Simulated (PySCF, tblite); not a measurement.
# C₇H₁₀GeO₂: geometry, infrared bands and NMR shifts

Aim: predict the infrared bands and NMR shifts of C₇H₁₀GeO₂ (`C#[C][Ge@@H]([CH2]C=C)[C](=O)OC`).

Programs: tblite 0.8.0 and PySCF 2.14.0, with density-fitted response routines of our own. Each step states its level of theory. These are calculated values for one molecule in the gas phase, unless marked as measured. Atoms are numbered from 0 throughout.

## Step 1: The starting structure

20 atoms, charge 0, multiplicity 1; geometry from: force field or distance geometry start.

Bonds of the start (Å): C0–C1 1.20, C1–Ge2 1.90, Ge2–C3 1.96, C3–C4 1.49, C4–C5 1.34, Ge2–C6 1.91, C6–O7 1.27, C6–O8 1.39, O8–C9 1.41, C0–H10 1.06, Ge2–H11 1.55, C3–H12 1.11, C3–H13 1.12, C4–H14 1.08, C5–H15 1.09, C5–H16 1.08, C9–H17 1.11, C9–H18 1.12, C9–H19 1.11.

## Step 2: Optimising the geometry with GFN2-xTB

Job settings and geometry (Å):

```
{"job": {"kind": "relax", "xc": "GFN2-xTB", "basis": "xTB"}, "charge": 0, "multiplicity": 1}
C     -0.398000     3.240900     0.668500
C     -0.456700     2.091100     0.992600
Ge    -0.513600     0.263300     1.525300
C     -1.953800    -0.646400     0.557300
C     -1.617100    -0.800300    -0.881900
C     -1.667500     0.238500    -1.731900
C      1.153300    -0.570900     1.121500
O      1.689400    -1.331300     1.981300
O      1.754100    -0.362300    -0.117900
C      2.973500    -0.970400    -0.489800
H     -0.370100     4.258100     0.374700
H     -0.798200     0.183100     3.047200
H     -2.912600    -0.098400     0.700400
H     -2.067400    -1.663600     1.010500
H     -1.359200    -1.771400    -1.272700
H     -1.944800     1.229700    -1.369000
H     -1.423200     0.102500    -2.775300
H      3.244700    -0.652300    -1.521100
H      3.784100    -0.656200     0.209100
H      2.877900    -2.073200    -0.473700
```

Command:

```
> OMP_NUM_THREADS=1 python probes_run.py task.json out
```

This one command runs all jobs of the session in turn.

**Question.** This job is followed by: GFN2-xTB harmonic vibrations, gas phase; GIAO PBE0/pcSseg-1 NMR shielding, non-relativistic, gas phase. Predict these results of the whole session: strongest single infrared mode (GFN2-xTB); zero-point energy (GFN2-xTB); 13C shifts against TMS (PBE0/pcSseg-1); 1H shifts against TMS (PBE0/pcSseg-1, means over atoms taken as alike); 73Ge shifts against GeMe4 (PBE0/pcSseg-1); 17O shifts against H2O (PBE0/pcSseg-1); surface potential, 1st and 99th percentile.

As calculated:

```
                                                              quantity                                               value
                             strongest single infrared mode (GFN2-xTB)                               1897 cm⁻¹, 510 km/mol
                                          zero-point energy (GFN2-xTB)                                       90.0 kcal/mol
                                13C shifts against TMS (PBE0/pcSseg-1)    183.5, 141.2, 121.8, 103.2, 87.2, 52.4, 27.4 ppm
1H shifts against TMS (PBE0/pcSseg-1, means over atoms taken as alike)  6.12, 5.50, 5.35, 4.75, 3.90, 2.21, 2.12, 1.81 ppm
                             73Ge shifts against GeMe4 (PBE0/pcSseg-1)                                            -162 ppm
                                17O shifts against H2O (PBE0/pcSseg-1)                                    499.2, 222.1 ppm
                                 surface potential, 1st and 99th percentile                                  -1.53 V and 1.35 V
```

What this shows: Over 105 steps the energy fell by 0.522 eV; of the close pairs, Ge2–C6 changed most, 1.907 to 1.995 Å. All 54 modes are real, so the xTB geometry is a minimum. The strongest single mode, at 1897 cm⁻¹, moves mainly H11. Unscaled tight-binding wavenumbers are off by several per cent, some by more. Its intensities can rank the bands wrongly. The most deshielded hydrogen is H14 (hydrogen on an alkene CH), at 6.12 ppm: attached to an sp2 carbon and in the plane of the double bond. At PBE0/pcSseg-1: The largest span, 769 ppm, is at O7, where the paramagnetic term is -567 ppm. By nearest atom (PBE0/pcSseg-1), the HOMO sits on C5 29 %; C4 20 % and the LUMO on C6 29 %; O7 17 %. Spin-orbit coupling is left out, which matters for shieldings and couplings at and beside the heavy atoms.
